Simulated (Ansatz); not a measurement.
Born–Oppenheimer molecular dynamics of a periodic cell of 26 atoms, CaPH5O6 (host CaPH5O6, host structure Cc). It goes on from the last frame of an earlier run, with new velocities.

Level of theory: DFT PBEsol, scalar-relativistic, plane waves, PAW (Ansatz 0.2.0). Settings: accuracy low, cutoff 420 eV, k mesh 2x2x2, fermi-dirac smearing 0.05 eV, no spin polarisation.

```
ensemble        : NVT, Langevin thermostat
time step       : 0.5 fs
steps asked     : 110
set temperature : 1920 K
friction        : 0.01 /fs
seed            : 315814
```

Frames 2.5 fs apart, positions in Å, forces in eV/Å.

Velocities at 0.0 fs (Å/ps):

```
Ca 1.39 9.12 4.79
Ca 2.74 -4.66 -4.99
H -108.79 -10.87 -59.70
H 14.04 -100.79 30.13
H 7.27 -4.63 -15.68
H 46.84 -13.01 10.46
H -27.79 -22.51 41.70
H -15.71 109.46 -11.06
H 18.07 34.48 -18.84
H 1.95 -39.52 25.30
H -21.86 -1.18 29.68
H 11.89 60.83 -26.05
P 20.72 -1.31 4.77
P -5.24 -2.65 -8.88
O -9.89 7.30 -8.46
O -0.43 -3.31 18.57
O -6.13 23.62 1.94
O -3.86 6.58 -2.13
O -12.38 1.24 -15.68
O -0.20 -10.69 3.76
O 5.74 -1.32 -2.08
O -3.96 -5.80 6.81
O -1.22 -12.22 -3.29
O -14.27 4.96 -1.67
O 4.38 -7.53 5.44
O 6.57 -7.12 4.88
```

```xyz
26
Lattice="3.1687 -7.5710 0.0000 3.1687 7.5710 0.0000 -2.7890 0.0000 5.0915" Properties=species:S:1:pos:R:3:forces:R:3 time_fs=0.0 energy_less_start_eV=0.000 T=1846
Ca 2.684 -2.708 3.704 -0.71 -0.93 -1.18
Ca 4.005 2.327 1.668 0.42 0.68 -0.40
H 2.850 -2.307 0.550 0.40 -0.58 0.65
H 1.669 3.063 3.546 0.20 0.31 0.20
H 2.360 7.402 0.190 -0.56 -1.02 -0.01
H 1.966 -7.326 3.379 -1.41 2.24 0.37
H 2.302 6.023 0.914 -0.29 -0.88 2.29
H 0.921 -6.374 4.178 -2.73 -0.29 3.03
H 1.545 0.036 2.077 0.51 -0.70 0.27
H 3.127 -0.184 0.028 0.02 -0.13 0.05
H 0.673 -0.969 1.433 1.84 -0.54 1.10
H -0.051 1.403 4.895 0.96 -1.30 0.33
P -0.646 -2.440 3.599 1.33 -3.47 -0.47
P 0.958 2.657 1.337 -1.33 1.13 -2.26
O 0.044 -1.696 4.853 -1.23 -0.46 -1.70
O 1.792 2.172 2.542 0.02 -0.25 1.58
O 0.422 -3.261 2.796 -0.30 1.16 1.19
O 1.992 3.140 0.280 0.44 -0.77 -0.32
O 1.642 5.976 2.717 0.35 1.25 1.11
O 3.184 -6.124 0.852 0.64 1.95 0.81
O 1.622 3.969 4.317 0.39 0.20 -0.93
O 3.392 -3.546 1.647 -1.23 -1.94 0.57
O 2.074 6.423 0.091 1.43 2.79 -1.16
O 1.630 -6.336 3.599 3.84 -2.35 -3.98
O 1.532 -0.968 1.997 -1.87 1.76 -0.69
O 0.665 0.735 5.269 -1.15 2.15 -0.45
26
Lattice="3.1687 -7.5710 0.0000 3.1687 7.5710 0.0000 -2.7890 0.0000 5.0915" Properties=species:S:1:pos:R:3:forces:R:3 time_fs=2.5 energy_less_start_eV=0.804 T=1565
Ca 2.687 -2.685 3.715 -0.11 -1.05 -1.43
Ca 4.011 2.320 1.659 0.54 0.64 -0.33
H 2.596 -2.335 0.449 0.75 0.00 1.31
H 1.695 2.841 3.619 0.11 0.83 -1.25
H 2.358 7.344 0.135 -0.21 -0.19 0.32
H 2.027 -7.280 3.414 -2.25 1.88 0.69
H 2.216 5.963 1.061 -1.19 1.31 -1.47
H 0.818 -6.115 4.196 1.07 -1.52 0.43
H 1.598 0.059 2.041 0.40 -1.83 0.23
H 3.147 -0.266 0.103 0.24 1.81 -0.14
H 0.680 -0.990 1.548 0.06 -0.54 0.02
H 0.000 1.486 4.849 1.16 -2.61 0.86
P -0.594 -2.450 3.609 -4.14 -1.79 -2.53
P 0.945 2.650 1.315 -1.10 1.42 -0.13
O 0.016 -1.673 4.825 -0.64 -0.53 -0.17
O 1.797 2.161 2.590 -0.42 -0.13 0.50
O 0.411 -3.204 2.803 1.84 -0.49 -0.21
O 1.985 3.155 0.277 0.41 -1.20 -0.06
O 1.612 5.981 2.684 2.15 -0.14 2.23
O 3.182 -6.153 0.866 0.99 2.39 0.56
O 1.636 3.969 4.312 0.76 0.57 -0.19
O 3.377 -3.560 1.666 -1.08 -2.51 0.13
O 2.078 6.395 0.083 1.70 -0.06 2.66
O 1.602 -6.322 3.586 0.84 -0.90 -1.54
O 1.543 -0.979 2.007 -0.09 2.83 0.31
O 0.680 0.722 5.273 -1.79 1.78 -0.82
26
Lattice="3.1687 -7.5710 0.0000 3.1687 7.5710 0.0000 -2.7890 0.0000 5.0915" Properties=species:S:1:pos:R:3:forces:R:3 time_fs=5.0 energy_less_start_eV=1.899 T=1392
Ca 2.693 -2.662 3.726 0.43 -1.25 -1.67
Ca 4.019 2.316 1.652 0.58 0.82 -0.30
H 2.397 -2.337 0.408 1.24 1.27 0.38
H 1.731 2.666 3.595 -0.21 0.81 -1.64
H 2.352 7.282 0.114 0.23 1.07 0.45
H 1.978 -7.119 3.487 0.48 -3.98 0.31
H 2.101 5.931 1.151 -1.00 1.60 -1.48
H 0.785 -5.936 4.227 2.61 -2.67 -0.61
H 1.635 -0.010 2.023 0.45 0.55 0.20
H 3.202 -0.263 0.146 -0.20 0.92 -0.46
H 0.657 -1.045 1.698 -0.80 -0.47 -0.29
H 0.108 1.409 4.851 -0.50 -1.14 -0.21
P -0.545 -2.466 3.615 -9.30 0.34 -1.56
P 0.930 2.643 1.291 -0.85 1.81 1.27
O -0.014 -1.647 4.801 -0.66 -1.17 1.96
O 1.805 2.141 2.634 -0.39 -0.49 -0.67
O 0.401 -3.156 2.811 5.09 -2.83 -2.78
O 1.981 3.162 0.279 0.33 -1.46 0.19
O 1.588 5.982 2.658 3.00 -0.86 2.20
O 3.185 -6.175 0.880 1.12 2.55 0.23
O 1.653 3.975 4.306 1.07 1.27 0.34
O 3.364 -3.582 1.681 -1.07 -2.77 -0.08
O 2.084 6.362 0.086 0.84 -1.29 3.18
O 1.581 -6.302 3.561 -3.39 5.96 0.12
O 1.557 -0.979 2.025 0.61 0.28 0.53
O 0.686 0.710 5.271 0.29 1.15 0.43
26
Lattice="3.1687 -7.5710 0.0000 3.1687 7.5710 0.0000 -2.7890 0.0000 5.0915" Properties=species:S:1:pos:R:3:forces:R:3 time_fs=7.5 energy_less_start_eV=2.365 T=1472
Ca 2.699 -2.641 3.736 0.81 -1.43 -1.90
Ca 4.029 2.319 1.641 0.52 0.99 -0.40
H 2.263 -2.272 0.386 1.25 1.49 0.11
H 1.783 2.581 3.476 -0.60 2.83 2.75
H 2.353 7.276 0.125 -0.07 -0.07 0.37
H 1.983 -7.100 3.583 -0.25 -1.83 0.57
H 1.899 5.986 1.162 -0.06 1.04 -0.68
H 0.883 -5.878 4.229 1.48 -2.12 -0.10
H 1.668 -0.038 2.005 0.21 1.67 0.04
H 3.244 -0.225 0.171 -0.58 -1.06 -0.53
H 0.622 -1.129 1.824 0.80 0.10 0.10
H 0.203 1.287 4.824 -3.87 3.13 -3.33
P -0.510 -2.484 3.617 -12.46 1.76 0.10
P 0.909 2.643 1.267 -0.44 1.55 2.07
O -0.047 -1.618 4.792 -0.59 -1.03 2.30
O 1.806 2.112 2.676 -0.10 -2.94 -5.70
O 0.408 -3.122 2.801 7.28 -4.24 -4.62
O 1.974 3.159 0.276 0.26 -1.54 0.31
O 1.571 5.978 2.636 3.08 -0.87 2.24
O 3.185 -6.186 0.905 1.14 2.35 0.14
O 1.673 3.994 4.302 1.25 1.62 0.48
O 3.356 -3.618 1.698 -1.25 -2.38 -0.06
O 2.091 6.331 0.106 0.52 0.52 2.82
O 1.549 -6.262 3.539 -1.57 3.12 -0.83
O 1.582 -0.980 2.052 -0.88 -1.45 0.16
O 0.700 0.703 5.268 4.13 -1.22 3.58
26
Lattice="3.1687 -7.5710 0.0000 3.1687 7.5710 0.0000 -2.7890 0.0000 5.0915" Properties=species:S:1:pos:R:3:forces:R:3 time_fs=10.0 energy_less_start_eV=1.915 T=1852
Ca 2.706 -2.618 3.743 0.96 -1.63 -2.23
Ca 4.040 2.322 1.631 0.24 1.05 -0.61
H 2.158 -2.097 0.388 0.67 0.83 0.76
H 1.822 2.632 3.493 -0.44 1.62 0.68
H 2.348 7.272 0.123 -0.32 -1.03 0.26
H 2.004 -7.158 3.702 -2.22 2.56 -0.89
H 1.687 6.116 1.116 0.91 0.06 -0.05
H 1.071 -5.916 4.236 -2.40 0.99 4.64
H 1.736 0.012 1.992 -0.61 -1.36 0.29
H 3.208 -0.229 0.171 -0.23 -0.53 -0.45
H 0.655 -1.217 1.945 0.28 0.55 -0.18
H 0.164 1.293 4.661 0.75 -1.21 0.95
P -0.498 -2.501 3.621 -11.33 1.32 -1.62
P 0.890 2.643 1.244 0.36 0.67 2.91
O -0.083 -1.598 4.788 0.08 -0.04 1.69
O 1.803 2.072 2.699 -0.26 -1.56 -3.87
O 0.443 -3.101 2.768 5.88 -3.17 -3.18
O 1.962 3.149 0.263 0.30 -1.34 0.05
O 1.571 5.970 2.619 2.73 -0.76 2.93
O 3.190 -6.185 0.931 0.85 1.74 -0.23
O 1.694 4.022 4.294 0.98 0.79 0.63
O 3.345 -3.667 1.718 -1.60 -1.33 0.08
O 2.097 6.296 0.141 0.31 2.39 2.21
O 1.502 -6.215 3.511 4.33 -4.60 -4.12
O 1.606 -0.993 2.086 0.42 1.23 0.01
O 0.730 0.694 5.278 -0.63 2.74 -0.67
26
Lattice="3.1687 -7.5710 0.0000 3.1687 7.5710 0.0000 -2.7890 0.0000 5.0915" Properties=species:S:1:pos:R:3:forces:R:3 time_fs=12.5 energy_less_start_eV=1.703 T=1767
Ca 2.712 -2.599 3.745 0.93 -1.79 -2.43
Ca 4.049 2.324 1.616 -0.07 1.13 -0.52
H 2.094 -1.871 0.468 0.52 0.46 0.46
H 1.863 2.771 3.566 -0.62 -0.84 -2.28
H 2.323 7.223 0.121 0.06 -0.10 -0.05
H 1.901 -7.069 3.768 -1.06 1.04 -1.64
H 1.547 6.255 1.070 1.32 -0.85 0.16
H 1.185 -5.917 4.441 -0.23 -0.27 -1.72
H 1.798 -0.028 1.994 -0.79 -0.61 0.37
H 3.175 -0.267 0.141 0.68 1.30 -0.37
H 0.706 -1.266 2.071 -1.02 0.44 -0.38
H 0.175 1.250 4.551 1.88 -1.52 2.12
P -0.510 -2.518 3.622 -7.29 1.70 -4.38
P 0.875 2.642 1.224 1.79 -0.04 4.16
O -0.114 -1.575 4.790 0.25 0.10 1.29
O 1.801 2.036 2.704 -0.21 1.35 -0.93
O 0.502 -3.089 2.722 2.47 -1.25 0.00
O 1.945 3.138 0.256 0.53 -0.97 -0.47
O 1.579 5.959 2.611 2.46 -1.04 3.47
O 3.199 -6.176 0.954 0.31 0.60 -1.09
O 1.719 4.054 4.292 0.06 -1.20 1.02
O 3.328 -3.726 1.731 -2.29 0.26 0.50
O 2.101 6.263 0.185 -0.23 2.24 1.93
O 1.462 -6.186 3.471 1.04 -2.05 3.16
O 1.631 -1.008 2.112 1.99 0.80 -0.18
O 0.759 0.695 5.289 -2.49 1.12 -2.17
26
Lattice="3.1687 -7.5710 0.0000 3.1687 7.5710 0.0000 -2.7890 0.0000 5.0915" Properties=species:S:1:pos:R:3:forces:R:3 time_fs=15.0 energy_less_start_eV=2.378 T=1637
Ca 2.722 -2.585 3.747 0.78 -1.92 -2.37
Ca 4.052 2.333 1.606 -0.12 1.38 -0.34
H 2.063 -1.626 0.586 0.84 -0.09 -0.70
H 1.871 2.868 3.530 -0.62 -1.71 -2.24
H 2.304 7.173 0.084 0.29 0.61 -0.15
H 1.763 -6.948 3.734 1.64 -4.60 -0.13
H 1.508 6.322 1.056 1.02 -1.10 0.58
H 1.286 -5.914 4.581 -0.57 -0.12 -3.56
H 1.843 -0.101 2.024 -0.25 2.89 0.04
H 3.201 -0.222 0.108 0.44 -0.08 -0.23
H 0.721 -1.278 2.155 -0.21 0.58 -0.37
H 0.310 1.138 4.572 -0.03 0.80 -0.77
P -0.536 -2.531 3.610 -2.83 3.62 -5.52
P 0.863 2.641 1.216 3.15 -0.69 4.42
O -0.146 -1.552 4.797 -0.07 0.06 1.15
O 1.800 2.011 2.695 -0.24 2.40 -0.65
O 0.567 -3.087 2.675 -0.40 0.06 2.27
O 1.934 3.127 0.247 0.48 -0.77 -0.52
O 1.597 5.948 2.610 2.19 -1.29 3.51
O 3.207 -6.168 0.971 -0.14 -0.53 -1.76
O 1.747 4.083 4.293 -1.51 -3.50 1.65
O 3.299 -3.785 1.747 -2.86 1.82 1.04
O 2.097 6.236 0.235 -0.11 1.73 1.12
O 1.422 -6.165 3.438 -1.27 3.31 3.60
O 1.664 -1.008 2.136 0.76 -2.63 -0.28
O 0.780 0.705 5.294 -0.35 -0.23 0.21
26
Lattice="3.1687 -7.5710 0.0000 3.1687 7.5710 0.0000 -2.7890 0.0000 5.0915" Properties=species:S:1:pos:R:3:forces:R:3 time_fs=17.5 energy_less_start_eV=2.120 T=1783
Ca 2.736 -2.574 3.748 0.58 -1.91 -1.96
Ca 4.054 2.342 1.602 0.07 1.78 -0.76
H 2.068 -1.386 0.672 0.63 -1.17 -1.20
H 1.855 2.849 3.359 -0.28 -1.86 -1.21
H 2.320 7.153 0.023 -0.18 -0.38 0.52
H 1.696 -7.007 3.672 0.22 -1.48 -1.19
H 1.557 6.313 1.103 0.17 -0.60 1.52
H 1.357 -5.899 4.505 -0.62 0.29 -3.08
H 1.881 -0.048 2.042 -0.72 0.21 0.51
H 3.265 -0.183 0.077 0.03 -1.69 -0.12
H 0.741 -1.244 2.204 0.00 0.38 -0.42
H 0.435 1.071 4.550 -1.50 2.61 -4.00
P -0.565 -2.537 3.586 0.92 5.43 -5.36
P 0.853 2.637 1.218 3.37 -1.24 3.30
O -0.184 -1.524 4.805 0.17 0.54 0.57
O 1.807 1.993 2.677 -0.39 2.43 -1.00
O 0.626 -3.087 2.631 -2.14 0.68 3.31
O 1.922 3.110 0.240 0.37 -0.56 -0.37
O 1.620 5.935 2.624 1.59 -0.97 2.88
O 3.220 -6.170 0.985 -0.60 -1.31 -1.75
O 1.780 4.106 4.287 -3.27 -5.46 2.62
O 3.250 -3.836 1.760 -2.79 2.58 1.48
O 2.087 6.221 0.288 1.19 2.10 -1.08
O 1.374 -6.136 3.417 0.58 -0.28 4.60
O 1.700 -1.013 2.156 1.15 0.67 -0.99
O 0.800 0.723 5.297 1.46 -0.81 3.18
```

Of the whole run (55 fs, mean temperature of the second half 2056 K): A run of 0.055 ps of so small a system gives no equilibrium averages. Limits of this set-up: coarse k mesh, low accuracy level.

Time of the run: 16 min on 1 thread of Arm Neoverse V1, with other jobs on the host, peak memory 0.67 GiB.
